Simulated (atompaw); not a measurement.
**A PAW (atompaw) potential for phosphorus, from input to tests**

Task: generate the file, and judge it by its logarithmic derivatives, its ghosts and its cutoff.

The numbers are computed with atompaw 4.2.0.5 (PBEsol, scalar-relativistic, spin-unpolarised reference atom).

### 1 Starting point

Typed settings, in words:

* element: phosphorus (P, Z = 15)
* type: PAW
* frozen core: [Ne]
* valence charge: 5
* reference configuration: 3s2 3p1.5 (charge +1.5)
* partial waves: 3s (bound): rc 2.05 bohr; 3s channel at -1.4 Ry: rc 2.05 bohr; 3p (bound): rc 2.05 bohr; 3p channel at -0.8 Ry: rc 2.05 bohr
* local potential: troulliermartins scheme with l = 2 at 0 Ry, radius 1.40 bohr
* core correction: smooth core density matched at 2.05 bohr
* augmentation charge: besselshape compensation charge, radius 1.50 bohr; PAW radius 2.05 bohr; waves and projectors: custom rrkj gramschmidtortho

The nodes and maxima of the atom's own shells, from an earlier all-electron run, set the scale for the radii.

All-electron outer shells of the reference configuration (PBEsol, scalar-relativistic, ld1.x):

```json
{"shell": "2p", "level (eV)": "-141.18", "outermost node (bohr)": "–", "outermost maximum (bohr)": "0.36"}
{"shell": "3s", "level (eV)": "-28.42", "outermost node (bohr)": "0.65", "outermost maximum (bohr)": "1.54"}
{"shell": "3p", "level (eV)": "-19.06", "outermost node (bohr)": "0.64", "outermost maximum (bohr)": "1.72"}
{"shell": "3d", "level (eV)": "-7.61", "outermost node (bohr)": "–", "outermost maximum (bohr)": "2.35"}
```

### 2 The generation run

P.input

```
P 15
GGA-PBESOL scalarrelativistic loggrid 1500 logderivrange -4 5 226
3 3 0 0 0 0
3 1 1.5
0 0 0
c
c
v
c
v
1
2.05 1.50 1.40 2.05
y
-1.4
n
y
-0.8
n
custom rrkj gramschmidtortho besselshape
2 0 troulliermartins
2.05
2.05
2.05
2.05
PWSCFOUT
UPFDX 0.0125d0 UPFXMIN -7.d0 UPFZMESH 15.d0
END
```

Launch:

```console
$ atompaw < P.input > P.log
```

Before running it: what results should come out? Wanted: cutoffs for 10 and 1 mRy, occupied levels; bound ghosts; largest phase difference near zero energy, channels read; lowest eigenvalue of the overlap; share of valence orbitals outside the PAW sphere; UPF file.

The runs gave:

| quantity | value |
| --- | --- |
| cutoffs for 10 and 1 mRy, occupied levels | 12 Ry and 18 Ry |
| bound ghosts | none found |
| largest phase difference near zero energy, channels read | 0.025 rad |
| lowest eigenvalue of the overlap (Bessel basis) | 0.214 (s) |
| share of valence orbitals outside the PAW sphere | 3s 30 %, 3p 44 % |
| UPF file | not written |

**Reading.** The potential is soft on the atom at that tolerance: the looser tolerance needs 12 Ry. The slowest occupied level is 3p: taken alone it needs 15 Ry to come within 1 mRy, against 8 Ry for 3s. The Bessel-basis test finds no level below the valence levels. Near zero energy the phases of the channels with partial waves agree within 0.025 rad. The pseudo curves have a pole with no partner nearby in the atom's: s at 1.42 Ry. At positive energy that is a spurious or a displaced resonance. The pseudo core plus compensation charge is negative at some radii, so no UPF file was written. All of this concerns the isolated atom, not yet a solid.
